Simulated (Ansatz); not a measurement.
# GaH5N2O: one species, many methods

The task here is to estimate one member of a computed series from the others.

Method: functionals in def2-TZVPP, the program's frozen cores in correlated methods; program: Ansatz 0.2.0, Gaussian basis.

Levels to be run: LDA (SPW92), PBE-D4, revPBE-D4, BLYP-D4, r2SCAN-D4, B97M-V, PBE0-D4, B3LYP-D4, r2SCANh-D4, r2SCAN0-D4, HSE06-D4, BHLYP-D4, CAM-B3LYP-D4, LC-ωPBE, ωB97X-V, ωB97M-V, B2PLYP, PBE-QIDH; CCSD(T)/def2-SVP; CCSD(T)/def2-TZVPP; MP2/def2-QZVPP; extrapolation to the limit; RPA on PBE.

## Structure used throughout

The geometry comes from an earlier relaxation with PBE0-D4 in a triple-zeta def2 set; it is a stationary point, not always the lowest conformer.

SMILES `[NH2][Ga]([NH2])[OH]`, 9 atoms, charge 0, spin multiplicity 1.

Atoms are counted from 1 here; the program's logs count them from 0.

Bond lengths: N1–Ga2 1.814 Å, N1–H5 1.007 Å, N1–H6 1.006 Å, Ga2–N3 1.821 Å, Ga2–O4 1.788 Å, N3–H7 1.006 Å, N3–H8 1.007 Å, O4–H9 0.958 Å. Angles: Ga2–N1–H5 118.9°, Ga2–N1–H6 121.1°, H5–N1–H6 111.0°, N1–Ga2–N3 123.6°, N1–Ga2–O4 115.3°, N3–Ga2–O4 121.0°, Ga2–N3–H7 120.7°, Ga2–N3–H8 120.4°, H7–N3–H8 110.6°, Ga2–O4–H9 114.4°.

Set-up of the first run:

File in.yaml:

```yaml
crystal:
  periodic: [false, false, false]
  atoms:
    - {symbol: N, position_ang: [0.039745, 1.555321, -0.880885]}
    - {symbol: Ga, position_ang: [0.239400, 0.005564, 0.039909]}
    - {symbol: N, position_ang: [-1.139454, -1.113283, 0.441867]}
    - {symbol: O, position_ang: [1.911729, -0.372254, 0.548953]}
    - {symbol: H, position_ang: [0.781798, 2.235273, -0.855350]}
    - {symbol: H, position_ang: [-0.857858, 2.003099, -0.957039]}
    - {symbol: H, position_ang: [-0.965004, -2.069477, 0.703013]}
    - {symbol: H, position_ang: [-2.017480, -1.034175, -0.044237]}
    - {symbol: H, position_ang: [2.007124, -1.210078, 1.003768]}
basis:
  gaussian: {orbitals: def2-TZVPP}
hamiltonian: {xc: lda}
output: {orbitals: {seedname: orbitals}}
```

Command:

```bash
$ ansatz run in.yaml --threads 4 --pin off --events-out ev --progress --plain --max-ram 10444MiB
```

Among the steps run: LDA; PBE-D4 (GGA); revPBE-D4 (GGA); BLYP-D4 (GGA); r2SCAN-D4 (meta-GGA); B97M-V (meta-GGA); PBE0-D4 (hybrid); B3LYP-D4 (hybrid); r2SCANh-D4 (hybrid); r2SCAN0-D4 (hybrid); HSE06-D4 (hybrid); BHLYP-D4 (hybrid); CAM-B3LYP-D4 (range-separated); LC-ωPBE (range-separated); ωB97X-V (range-separated); ωB97M-V (range-separated); B2PLYP (double hybrid); PBE-QIDH (double hybrid).

One of the session's tables, all rows but one given; the rest of the session is left out.

It belongs to the step «Orbital energies across the functionals». 

| functional | HOMO (eV) | gap (eV) |
| --- | --- | --- |
| LDA (SPW92) | -5.81 | 4.62 |
| PBE-D4 | -5.62 | 4.62 |
| revPBE-D4 | -5.56 | 4.66 |
| BLYP-D4 | -5.51 | 4.48 |
| r2SCAN-D4 | -5.94 | 5.40 |
| B97M-V | -5.98 | 5.10 |
| PBE0-D4 | -7.08 | 6.96 |
| B3LYP-D4 | -6.83 | 6.34 |
| r2SCANh-D4 | -6.48 | 6.24 |
| r2SCAN0-D4 | -7.30 | 7.48 |
| HSE06-D4 | -6.67 | 6.18 |
| BHLYP-D4 | -8.44 | 9.00 |
| CAM-B3LYP-D4 | -8.53 | 9.23 |
| LC-ωPBE | ? | ? |
| ωB97X-V | -9.56 | 11.38 |
| ωB97M-V | -9.47 | 10.93 |

Estimate the missing values for LC-ωPBE.

The run gave: HOMO (eV): -9.97; gap (eV): 12.04. In the column «HOMO (eV)» it is the lowest.
